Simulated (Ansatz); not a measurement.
The system is InRh.

```
In Rh
1.0
     3.19600    0.00000    0.00000
     0.00000    3.19600    0.00000
     0.00000    0.00000    3.19600
In Rh
1 1
Cartesian
  1.5980 1.5980 1.5980
  0.0000 0.0000 0.0000
```

```yaml
Program: Ansatz 0.2.0
Task: relaxation of cell and atoms
Functional: PBE
Potentials_or_basis: Ansatz PAW
Cutoff: "420 eV (not typed: the program's choice for these potentials)"
k_mesh: 8 × 8 × 8
Occupations: fermi-dirac, width 0.05 eV
Spin: no spin polarisation
```

At the start: volume 16.32 Å³/atom.

Where does the relaxation end?

It ends after 6 steps and the volume is 16.96 Å³/atom (+3.9 %); space group Pm-3m (No. 221, to 0.05 Å).

Step by step:
```csv
step,energy change (eV),largest force (eV/Å),volume (Å³)
1,0.0000,0.0000,32.65
2,-0.0230,0.0000,34.06
3,-0.0233,0.0000,33.93
4,-0.0241,0.0000,33.93
5,-0.0241,0.0000,33.91
6,-0.0241,0.0000,33.91
```

Final structure:
```xyz
2
Lattice="3.2368 0.0000 0.0000 0.0000 3.2368 0.0000 0.0000 0.0000 3.2368" Properties=species:S:1:pos:R:3 pbc="T T T"
In    1.6184    1.6184    1.6184
Rh    0.0000    0.0000    0.0000
```

Caveat: the plane-wave basis is chosen anew once the cell has moved, so the energies of steps on either side of that aren't comparable.
